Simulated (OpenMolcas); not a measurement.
# Cr²⁺ among point charges: CASSCF and CASPT2 levels and susceptibility

How does a field of 6 point charges split the states of Cr²⁺, and what χT follows?

Program: OpenMolcas 26.06. Level of theory: state-averaged CASSCF and CASPT2, spin-orbit coupling by RASSI with atomic mean-field integrals. These are calculated values, not measurements, unless marked.

## Step 1: The atom as given

* Species: Cr²⁺ (chromium, Z = 24, 22 electrons)
* Basis: ANO-RCC-VTZP [6s5p3d2f1g], 59 functions
* Scalar Hamiltonian: DKH2, point nucleus
* Inactive shells: 1s 2s 2p 3s 3p
* Active space: 4 electrons in 5 orbitals (3d)
* Some configurations of this space: 3d4
* Orbitals: optimised for each spin and parity, averaged over all roots

The outer shells:

3d4
```
3d [↑ ][↑ ][↑ ][↑ ][  ]
```

The ion sits among 6 point charges of -1 e arranged as a trigonal antiprism (D3d), 2.28 Å from the ion, with a polar angle of 56.9° against the regular 54.74°.

The work runs as a chain of OpenMolcas steps in one folder; each step below is one input file. Labels, J, g values, rates, χT and fits are worked out afterwards by a script from the matrices that RASSI stores. The input lists half of the charges; inversion (Group=XYZ) makes the rest.

## Step 2: Basis and integrals

a.inp

```
&GATEWAY
Coord
1

Cr 0.0 0.0 0.0
Basis=ANO-RCC-VTZP
Group=XYZ
NoMove
AngMom=0.0 0.0 0.0
AMFI
XField
3 Angstrom 0
0.000000 1.910543 1.244278 -1.000000
1.654578 -0.955271 1.244278 -1.000000
1.654578 0.955271 -1.244278 -1.000000
&SEWARD
```

## Step 3: CASSCF: quintets of even parity, 5 roots

a.inp

```
&RASSCF
FileOrb=start.orb
Symmetry=1
Spin=5
nActEl=4 0 0
Inactive=3 6
Ras2=5 0
CIRoot=5 5 1
SDav=5
CIMx=300
Iter=120 100
PrWF=0.3
OrbListing=Nothing
MaxOrb=0
>>> COPY $Project.JobIph JOB001
```

start.orb holds the contracted functions of the basis, ordered by shell, or the orbitals of the step before.

## Step 4: CASSCF: triplets of even parity, 45 roots

a.inp

```
&RASSCF
FileOrb=start.orb
Symmetry=1
Spin=3
nActEl=4 0 0
Inactive=3 6
Ras2=5 0
CIRoot=45 45 1
SDav=45
CIMx=300
Iter=120 100
PrWF=0.3
OrbListing=Nothing
MaxOrb=0
>>> COPY $Project.JobIph JOB002
```

## Step 5: CASSCF: singlets of even parity, 50 roots

a.inp

```
&RASSCF
FileOrb=start.orb
Symmetry=1
Spin=1
nActEl=4 0 0
Inactive=3 6
Ras2=5 0
CIRoot=50 50 1
SDav=50
CIMx=300
Iter=120 100
PrWF=0.3
OrbListing=Nothing
MaxOrb=0
>>> COPY $Project.JobIph JOB003
```

## Step 6: State interaction with spin-orbit coupling

a.inp

```
&RASSI
NrOfJobIphs=3 5 45 50
1 2 3 4 5
1 2 3 4 5 6 7 8 9 10 11 12 13 14 15 16 17 18 19 20 21 22 23 24 25 26 27
28 29 30 31 32 33 34 35 36 37 38 39 40 41 42 43 44 45
1 2 3 4 5 6 7 8 9 10 11 12 13 14 15 16 17 18 19 20 21 22 23 24 25 26 27
28 29 30 31 32 33 34 35 36 37 38 39 40 41 42 43 44 45 46 47 48 49 50
IphNames
JOB001
JOB002
JOB003
EJob
SpinOrbit
DIPRint=1.0
SOCoupling=1000.0
Subsets=2
Property=9
'ANGMOM' 1 'ANGMOM' 2 'ANGMOM' 3 'MLTPL  1' 1 'MLTPL  1' 2 'MLTPL  1' 3
'AMFI' 1 'AMFI' 2 'AMFI' 3
SOProperty=3
'ANGMOM' 1 'ANGMOM' 2 'ANGMOM' 3
```

## Step 7: CASPT2: IPEA 0.25, imaginary shift 0.1 (closed shells correlated: 3s 3p)

a.inp

```
>>> COPY JOB001 $Project.JobIph
&CASPT2
Multistate=5 1 2 3 4 5
NoMult
Frozen=2 3
IPEA=0.25
Imaginary=0.1
MaxIter=60
WThr=0.0 0.3 0.05
PrWF=0.5
NoMix
>>> COPY JOB002 $Project.JobIph
&CASPT2
Multistate=45 1 2 3 4 5 6 7 8 9 10 11 12 13 14 15 16 17 18 19 20 21 22
23 24 25 26 27 28 29 30 31 32 33 34 35 36 37 38 39 40 41 42 43 44 45
NoMult
Frozen=2 3
IPEA=0.25
Imaginary=0.1
MaxIter=60
WThr=0.0 0.3 0.05
PrWF=0.5
NoMix
>>> COPY JOB003 $Project.JobIph
&CASPT2
Multistate=50 1 2 3 4 5 6 7 8 9 10 11 12 13 14 15 16 17 18 19 20 21 22
23 24 25 26 27 28 29 30 31 32 33 34 35 36 37 38 39 40 41 42 43 44 45 46
47 48 49 50
NoMult
Frozen=2 3
IPEA=0.25
Imaginary=0.1
MaxIter=60
WThr=0.0 0.3 0.05
PrWF=0.5
NoMix
```

(Steps that only read results are left out.)

What does the calculation give? Wanted: spin-free ground state; first state of the same spin within the active space; lowest level; next level.

As calculated:

```
                                            quantity                                                                        value
                                              method  SS-CASPT2, IPEA 0.25, imaginary shift 0.1 (closed shells correlated: 3s 3p)
                              spin-free ground state                                               5E, 2-fold in its orbital part
first state of the same spin within the active space                                                              5E at 1880 cm⁻¹
                                        lowest level                                                                    1-fold A1
                                          next level                                                                     0.9 cm⁻¹
                                         χT at 300 K                                                               2.74 cm³ K/mol
                           effective moment at 300 K                                                                      4.68 μB
```

Cost by method:

| method | time of its own steps | time with the reference |
| --- | --- | --- |
| A. CASSCF | 36 s | 36 s |
| B. SS-CASPT2, IPEA 0.25, imaginary shift 0.1, +3s 3p | 21 s | 57 s |

Times are of one thread on a shared host.

**Reading.** The spin-free ground state (5E) comes to 100 % from free-ion D terms and keeps the highest spin of the shell. χT at 300 K is 2.74, against 3.01 cm³ K/mol for the spin alone, so spin-orbit coupling lowers it. An active space of the d shell alone favours high spin; real ions in strong fields can be low spin. CASPT2 does not keep the components of a term degenerate, and the means are used. The field of point charges can differ much from that of real complexes. With metal d orbitals alone active, the gaps between spin states are rough; where two lie within a few thousand cm-1, their order is open. Point charges carry no covalency, so the field is a model and not that of real ligands.
